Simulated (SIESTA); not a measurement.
Nb2PdS6:

```
CELL_PARAMETERS angstrom
6.18746 -1.65188 0.00000
6.18746 1.65188 0.00000
-4.65628 0.00000 9.03724
ATOMIC_POSITIONS crystal
Pd 0.00000 0.00000 0.00000
Nb 0.68313 0.68313 0.29251
Nb 0.31687 0.31687 0.70749
S 0.21216 0.21216 0.12745
S 0.78784 0.78784 0.87255
S 0.66375 0.66375 0.53929
S 0.33625 0.33625 0.46071
S 0.98530 0.98530 0.76214
S 0.01470 0.01470 0.23786
```

The cell comes from a database or a generator and needn't be the stable form of this composition.

| Property | Result |
| --- | --- |
| Program | SIESTA 5.4.2 |
| Task | single point |
| Functional | PBEsol |
| Potentials or basis | PseudoDojo 0.4 standard (PBEsol files) |
| Basis | DZP (energy shift 0.003 Ry; two zetas on semicore shells) |
| Grid cutoff | 800 Ry |
| Energy shift | 0.003 Ry |
| k mesh | 8 × 8 × 3 |
| Occupations | fermi-dirac, width 0.05 eV |
| Spin | no spin polarisation |

On this cell: pressure -2.4 GPa; largest force 0.301 eV/Å; band gap on the k mesh none (metal or under the smearing width).

The same run follows on a disturbed copy (atoms moved at random, drawn with an rms of 0.05 Å):

```
CELL_PARAMETERS angstrom
6.18746 -1.65188 0.00000
6.18746 1.65188 0.00000
-4.65628 0.00000 9.03724
ATOMIC_POSITIONS crystal
Pd 0.99505 0.00121 0.99257
Nb 0.67945 0.68001 0.29488
Nb 0.31670 0.31680 0.70586
S 0.22064 0.20256 0.13045
S 0.80859 0.77431 0.87448
S 0.65310 0.66643 0.53247
S 0.33417 0.33706 0.45619
S 0.98496 0.98898 0.75984
S 0.00826 0.02044 0.24221
```

**Question.** What does the disturbed cell give?

**Answer.** The energy (extrapolated to zero smearing) moves by +15.2 meV/atom; pressure -2.4 GPa; largest force 1.360 eV/Å; band gap on the k mesh none (metal or under the smearing width).

Forces in eV/Å, atoms in the order of the input:
```
Pd   0.243 -0.076  1.336
Nb   0.510 -0.120 -1.054
Nb   0.204 -0.249 -0.121
S    0.018  0.178 -0.008
S   -0.559  0.295 -0.583
S    0.073 -0.067  0.790
S   -0.103  0.052  0.566
S   -0.185  0.026 -0.397
S   -0.203 -0.041 -0.530
```

Stress tensor (GPa, compression positive):
```
-0.51  0.13  0.32
 0.13 -4.20  0.24
 0.32  0.24 -2.61
```

Caveats: the basis of atomic orbitals isn't converged, which shifts pressures, moduli and gaps.
